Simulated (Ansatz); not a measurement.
Born–Oppenheimer molecular dynamics of a periodic cell of 24 atoms, InP (surface InP(111)). It goes on from the last frame of an earlier run, with new velocities.

These are results of Ansatz, DFT PBE-D3(BJ), scalar-relativistic, plane waves, PAW, not measurements. Settings: accuracy low, PAW set soft_1, cutoff 420 eV, k mesh 2x2x1, fermi-dirac smearing 0.15 eV, no spin polarisation.

```yaml
ensemble: NVT, Langevin thermostat
time_step: 2 fs
steps_asked: 270
set_temperature: 1400 K
friction: 0.05 /fs
atoms_held: 1 to 8
seed: 207589
```

Frames 2 fs apart, positions in Å, forces in eV/Å.

Velocities at 0 fs (Å/ps):

```
In 0.00 0.00 0.00
P 0.00 0.00 0.00
In 0.00 0.00 0.00
P 0.00 0.00 0.00
In 0.00 0.00 0.00
P 0.00 0.00 0.00
In 0.00 0.00 0.00
P 0.00 0.00 0.00
In -2.43 -0.76 -1.81
P 1.62 3.52 11.15
In -1.39 1.28 6.41
P 1.19 -5.98 -8.77
In -6.10 4.19 5.67
P -7.73 -1.44 10.06
In 0.49 0.09 -1.05
P -7.67 5.51 4.63
In 0.88 2.67 0.13
P -5.14 -0.27 0.66
In -1.28 0.33 0.80
P -12.33 -4.33 2.84
In -1.53 -3.89 -5.09
P -5.78 3.31 -12.31
In 0.91 3.38 3.72
P 0.86 4.47 5.42
```

```xyz
24
Lattice="8.3156 0.0000 0.0000 4.1578 7.2015 0.0000 0.0000 0.0000 18.6383" Properties=species:S:1:pos:R:3:forces:R:3 time_fs=0 energy_less_start_eV=0.000 T=1400
In 0.000 0.000 1.000 -0.01 -0.09 0.14
P 2.079 1.200 1.849 -0.01 0.07 -0.14
In 2.079 3.601 1.000 0.06 0.07 0.14
P 4.158 4.801 1.849 0.03 -0.15 0.23
In 4.158 0.000 1.000 0.07 -0.07 0.22
P 6.237 1.200 1.849 -0.12 0.04 -0.49
In 6.237 3.601 1.000 -0.02 0.09 0.37
P 8.316 4.801 1.849 -0.23 0.05 -0.30
In 7.901 4.961 4.480 -0.38 -0.11 -0.18
P 10.175 5.753 5.080 -0.07 1.31 0.69
In 6.100 1.110 4.441 -0.94 -0.86 0.17
P 7.965 2.491 5.159 0.94 0.33 -0.07
In 4.030 4.572 4.714 0.35 0.90 -0.65
P 5.839 6.383 5.357 -0.12 -2.49 1.00
In 1.938 1.382 4.452 -0.83 1.19 -0.60
P 3.963 2.264 5.512 1.14 -0.35 0.50
In 4.340 2.344 8.354 -1.20 -0.43 -0.48
P 6.423 3.396 9.152 0.47 -0.01 -0.31
In 6.723 5.604 7.920 -1.41 -0.08 -0.25
P 8.179 7.036 9.208 0.97 1.15 0.22
In 8.191 2.135 7.701 -0.15 0.63 0.31
P 1.936 3.485 8.197 0.88 -0.07 0.17
In 10.073 5.996 7.938 1.28 -0.09 -0.48
P 4.395 6.940 7.989 -0.68 -1.05 -0.19
24
Lattice="8.3156 0.0000 0.0000 4.1578 7.2015 0.0000 0.0000 0.0000 18.6383" Properties=species:S:1:pos:R:3:forces:R:3 time_fs=2 energy_less_start_eV=0.053 T=1153
In 0.000 0.000 1.000 -0.02 -0.09 0.15
P 2.079 1.200 1.849 -0.01 0.06 -0.14
In 2.079 3.601 1.000 0.07 0.07 0.14
P 4.158 4.801 1.849 0.03 -0.15 0.25
In 4.158 0.000 1.000 0.08 -0.06 0.23
P 6.237 1.200 1.849 -0.13 0.03 -0.45
In 6.237 3.601 1.000 -0.03 0.08 0.38
P 8.316 4.801 1.849 -0.23 0.06 -0.31
In 7.896 4.958 4.476 -0.33 -0.07 -0.13
P 10.178 5.759 5.096 -0.28 1.30 0.65
In 6.096 1.111 4.454 -1.06 -0.91 0.09
P 7.964 2.481 5.141 1.00 0.47 0.03
In 4.019 4.578 4.725 0.41 0.91 -0.70
P 5.823 6.382 5.372 -0.05 -2.38 0.96
In 1.938 1.383 4.450 -0.83 1.05 -0.60
P 3.947 2.277 5.520 1.21 -0.44 0.51
In 4.340 2.351 8.353 -1.33 -0.54 -0.49
P 6.410 3.390 9.152 0.62 0.05 -0.32
In 6.722 5.606 7.924 -1.52 -0.24 -0.35
P 8.158 7.024 9.211 1.16 1.32 0.28
In 8.188 2.130 7.690 -0.20 0.77 0.29
P 1.931 3.486 8.177 0.89 -0.07 0.17
In 10.076 6.003 7.944 1.22 -0.07 -0.45
P 4.393 6.949 7.997 -0.68 -1.17 -0.18
24
Lattice="8.3156 0.0000 0.0000 4.1578 7.2015 0.0000 0.0000 0.0000 18.6383" Properties=species:S:1:pos:R:3:forces:R:3 time_fs=4 energy_less_start_eV=0.107 T=961
In 0.000 0.000 1.000 -0.03 -0.09 0.15
P 2.079 1.200 1.849 -0.01 0.06 -0.14
In 2.079 3.601 1.000 0.07 0.08 0.14
P 4.158 4.801 1.849 0.02 -0.15 0.26
In 4.158 0.000 1.000 0.09 -0.06 0.23
P 6.237 1.200 1.849 -0.14 0.03 -0.42
In 6.237 3.601 1.000 -0.03 0.08 0.38
P 8.316 4.801 1.849 -0.23 0.06 -0.32
In 7.892 4.955 4.471 -0.30 -0.03 -0.09
P 10.178 5.764 5.110 -0.42 1.28 0.62
In 6.093 1.114 4.466 -1.20 -0.99 -0.01
P 7.957 2.473 5.123 1.13 0.59 0.13
In 4.010 4.579 4.735 0.45 0.95 -0.76
P 5.808 6.378 5.380 0.02 -2.27 0.93
In 1.935 1.384 4.447 -0.82 0.94 -0.57
P 3.937 2.286 5.526 1.21 -0.54 0.52
In 4.339 2.360 8.350 -1.45 -0.64 -0.50
P 6.400 3.378 9.149 0.75 0.16 -0.31
In 6.721 5.611 7.929 -1.64 -0.42 -0.46
P 8.140 7.016 9.213 1.36 1.47 0.36
In 8.182 2.127 7.680 -0.20 0.85 0.26
P 1.931 3.484 8.161 0.86 -0.04 0.16
In 10.080 6.010 7.948 1.16 -0.09 -0.41
P 4.390 6.955 8.002 -0.67 -1.23 -0.17
24
Lattice="8.3156 0.0000 0.0000 4.1578 7.2015 0.0000 0.0000 0.0000 18.6383" Properties=species:S:1:pos:R:3:forces:R:3 time_fs=6 energy_less_start_eV=0.121 T=1107
In 0.000 0.000 1.000 -0.03 -0.09 0.15
P 2.079 1.200 1.849 -0.01 0.05 -0.14
In 2.079 3.601 1.000 0.08 0.08 0.14
P 4.158 4.801 1.849 0.02 -0.14 0.26
In 4.158 0.000 1.000 0.09 -0.05 0.23
P 6.237 1.200 1.849 -0.14 0.02 -0.39
In 6.237 3.601 1.000 -0.04 0.07 0.38
P 8.316 4.801 1.849 -0.23 0.07 -0.33
In 7.891 4.951 4.467 -0.28 0.02 -0.05
P 10.178 5.771 5.125 -0.51 1.25 0.58
In 6.091 1.118 4.476 -1.34 -1.09 -0.10
P 7.951 2.466 5.103 1.27 0.71 0.25
In 4.000 4.579 4.745 0.45 0.96 -0.80
P 5.793 6.367 5.384 0.11 -2.09 0.89
In 1.929 1.385 4.445 -0.75 0.81 -0.49
P 3.936 2.290 5.534 1.13 -0.63 0.48
In 4.340 2.369 8.347 -1.59 -0.73 -0.52
P 6.395 3.368 9.140 0.86 0.25 -0.25
In 6.719 5.614 7.934 -1.70 -0.53 -0.54
P 8.125 7.015 9.212 1.50 1.56 0.41
In 8.173 2.124 7.669 -0.16 0.89 0.21
P 1.929 3.482 8.146 0.83 0.00 0.16
In 10.085 6.020 7.952 1.09 -0.13 -0.37
P 4.386 6.957 8.001 -0.66 -1.25 -0.16
24
Lattice="8.3156 0.0000 0.0000 4.1578 7.2015 0.0000 0.0000 0.0000 18.6383" Properties=species:S:1:pos:R:3:forces:R:3 time_fs=8 energy_less_start_eV=0.111 T=1078
In 0.000 0.000 1.000 -0.04 -0.09 0.16
P 2.079 1.200 1.849 0.00 0.05 -0.14
In 2.079 3.601 1.000 0.08 0.08 0.14
P 4.158 4.801 1.849 0.02 -0.14 0.27
In 4.158 0.000 1.000 0.10 -0.05 0.24
P 6.237 1.200 1.849 -0.15 0.01 -0.38
In 6.237 3.601 1.000 -0.04 0.07 0.38
P 8.316 4.801 1.849 -0.22 0.07 -0.34
In 7.892 4.948 4.462 -0.24 0.06 0.00
P 10.180 5.777 5.144 -0.63 1.24 0.53
In 6.090 1.121 4.482 -1.46 -1.19 -0.16
P 7.950 2.459 5.081 1.36 0.83 0.37
In 3.991 4.580 4.756 0.45 0.91 -0.83
P 5.780 6.349 5.391 0.22 -1.85 0.83
In 1.921 1.384 4.445 -0.62 0.68 -0.40
P 3.940 2.293 5.541 0.99 -0.72 0.41
In 4.340 2.378 8.347 -1.73 -0.81 -0.56
P 6.389 3.358 9.129 0.98 0.34 -0.18
In 6.715 5.615 7.937 -1.72 -0.61 -0.59
P 8.116 7.016 9.207 1.58 1.61 0.45
In 8.166 2.117 7.661 -0.14 0.95 0.15
P 1.923 3.481 8.131 0.83 0.05 0.15
In 10.093 6.031 7.957 1.02 -0.19 -0.34
P 4.382 6.957 7.998 -0.64 -1.28 -0.14
24
Lattice="8.3156 0.0000 0.0000 4.1578 7.2015 0.0000 0.0000 0.0000 18.6383" Properties=species:S:1:pos:R:3:forces:R:3 time_fs=10 energy_less_start_eV=0.130 T=1258
In 0.000 0.000 1.000 -0.04 -0.10 0.17
P 2.079 1.200 1.849 0.00 0.04 -0.14
In 2.079 3.601 1.000 0.09 0.09 0.14
P 4.158 4.801 1.849 0.01 -0.14 0.27
In 4.158 0.000 1.000 0.10 -0.04 0.24
P 6.237 1.200 1.849 -0.15 0.00 -0.38
In 6.237 3.601 1.000 -0.05 0.06 0.38
P 8.316 4.801 1.849 -0.22 0.08 -0.36
In 7.897 4.946 4.455 -0.21 0.09 0.05
P 10.187 5.780 5.165 -0.79 1.25 0.48
In 6.092 1.123 4.486 -1.54 -1.27 -0.20
P 7.952 2.453 5.061 1.41 0.92 0.48
In 3.986 4.584 4.767 0.44 0.80 -0.88
P 5.766 6.328 5.396 0.38 -1.58 0.78
In 1.911 1.382 4.447 -0.47 0.54 -0.31
P 3.950 2.294 5.543 0.85 -0.80 0.35
In 4.339 2.386 8.347 -1.88 -0.88 -0.61
P 6.385 3.345 9.123 1.10 0.45 -0.14
In 6.710 5.618 7.940 -1.75 -0.75 -0.64
P 8.106 7.014 9.203 1.68 1.67 0.51
In 8.158 2.106 7.654 -0.14 1.08 0.09
P 1.915 3.480 8.114 0.85 0.07 0.15
In 10.102 6.040 7.964 0.95 -0.22 -0.32
P 4.382 6.958 7.998 -0.63 -1.37 -0.11
24
Lattice="8.3156 0.0000 0.0000 4.1578 7.2015 0.0000 0.0000 0.0000 18.6383" Properties=species:S:1:pos:R:3:forces:R:3 time_fs=12 energy_less_start_eV=0.190 T=1432
In 0.000 0.000 1.000 -0.04 -0.10 0.18
P 2.079 1.200 1.849 0.00 0.03 -0.14
In 2.079 3.601 1.000 0.10 0.09 0.14
P 4.158 4.801 1.849 0.01 -0.13 0.27
In 4.158 0.000 1.000 0.11 -0.04 0.24
P 6.237 1.200 1.849 -0.16 -0.01 -0.38
In 6.237 3.601 1.000 -0.06 0.06 0.37
P 8.316 4.801 1.849 -0.21 0.08 -0.38
In 7.905 4.942 4.448 -0.19 0.15 0.12
P 10.200 5.782 5.183 -1.00 1.27 0.44
In 6.093 1.124 4.489 -1.60 -1.32 -0.23
P 7.955 2.448 5.041 1.44 0.99 0.57
In 3.980 4.587 4.775 0.44 0.62 -0.93
P 5.747 6.304 5.398 0.60 -1.26 0.74
In 1.903 1.381 4.447 -0.33 0.39 -0.21
P 3.958 2.295 5.546 0.71 -0.86 0.28
In 4.338 2.395 8.345 -2.01 -0.95 -0.65
P 6.383 3.325 9.118 1.23 0.59 -0.11
In 6.704 5.622 7.944 -1.83 -0.96 -0.74
P 8.090 7.011 9.198 1.86 1.78 0.59
In 8.153 2.090 7.646 -0.13 1.30 0.03
P 1.914 3.477 8.098 0.81 0.10 0.14
In 10.111 6.050 7.970 0.86 -0.27 -0.27
P 4.380 6.962 7.996 -0.61 -1.54 -0.06
24
Lattice="8.3156 0.0000 0.0000 4.1578 7.2015 0.0000 0.0000 0.0000 18.6383" Properties=species:S:1:pos:R:3:forces:R:3 time_fs=14 energy_less_start_eV=0.286 T=1362
In 0.000 0.000 1.000 -0.04 -0.10 0.18
P 2.079 1.200 1.849 0.00 0.03 -0.16
In 2.079 3.601 1.000 0.10 0.09 0.14
P 4.158 4.801 1.849 0.01 -0.13 0.27
In 4.158 0.000 1.000 0.11 -0.03 0.24
P 6.237 1.200 1.849 -0.16 -0.01 -0.38
In 6.237 3.601 1.000 -0.07 0.06 0.37
P 8.316 4.801 1.849 -0.20 0.08 -0.41
In 7.914 4.937 4.442 -0.18 0.21 0.18
P 10.214 5.782 5.197 -1.24 1.32 0.41
In 6.095 1.123 4.489 -1.67 -1.36 -0.23
P 7.957 2.444 5.020 1.45 1.02 0.68
In 3.973 4.589 4.780 0.47 0.40 -0.98
P 5.733 6.278 5.394 0.82 -0.97 0.71
In 1.895 1.379 4.444 -0.21 0.24 -0.11
P 3.959 2.294 5.554 0.64 -0.89 0.19
In 4.337 2.405 8.340 -2.13 -1.04 -0.68
P 6.380 3.301 9.114 1.37 0.74 -0.08
In 6.698 5.626 7.949 -1.93 -1.19 -0.85
P 8.072 7.006 9.197 2.07 1.89 0.67
In 8.151 2.073 7.641 -0.13 1.51 -0.05
P 1.917 3.469 8.086 0.76 0.16 0.14
In 10.123 6.057 7.975 0.73 -0.31 -0.22
P 4.376 6.962 7.995 -0.58 -1.70 -0.01
24
Lattice="8.3156 0.0000 0.0000 4.1578 7.2015 0.0000 0.0000 0.0000 18.6383" Properties=species:S:1:pos:R:3:forces:R:3 time_fs=16 energy_less_start_eV=0.392 T=1412
In 0.000 0.000 1.000 -0.04 -0.10 0.18
P 2.079 1.200 1.849 0.01 0.02 -0.18
In 2.079 3.601 1.000 0.11 0.09 0.15
P 4.158 4.801 1.849 0.01 -0.13 0.26
In 4.158 0.000 1.000 0.11 -0.03 0.24
P 6.237 1.200 1.849 -0.16 -0.02 -0.39
In 6.237 3.601 1.000 -0.07 0.06 0.36
P 8.316 4.801 1.849 -0.19 0.08 -0.44
In 7.920 4.932 4.435 -0.18 0.27 0.24
P 10.222 5.777 5.207 -1.40 1.38 0.40
In 6.097 1.122 4.490 -1.74 -1.41 -0.22
P 7.960 2.442 4.998 1.45 1.03 0.79
In 3.969 4.592 4.783 0.48 0.14 -1.01
P 5.724 6.256 5.386 1.02 -0.74 0.69
In 1.884 1.378 4.439 -0.10 0.13 -0.03
P 3.959 2.288 5.562 0.57 -0.85 0.09
In 4.336 2.417 8.333 -2.20 -1.11 -0.68
P 6.381 3.276 9.115 1.47 0.85 -0.07
In 6.691 5.632 7.959 -2.03 -1.42 -0.97
P 8.057 6.999 9.198 2.29 2.01 0.75
In 8.153 2.058 7.636 -0.15 1.68 -0.13
P 1.920 3.462 8.079 0.72 0.20 0.13
In 10.138 6.062 7.981 0.59 -0.34 -0.18
P 4.374 6.959 7.996 -0.56 -1.81 0.03
```

Of the whole run (540 fs, mean temperature of the second half 1367 K): A run of 0.54 ps of so small a system gives no equilibrium averages. Limits of this set-up: coarse k mesh, thin slab, slab without dipole correction, a typed lattice constant that wasn't relaxed here, low accuracy level.

Run time: 36 min on 4 threads of Arm Neoverse V2, on a shared host, peak memory 3.1 GiB.
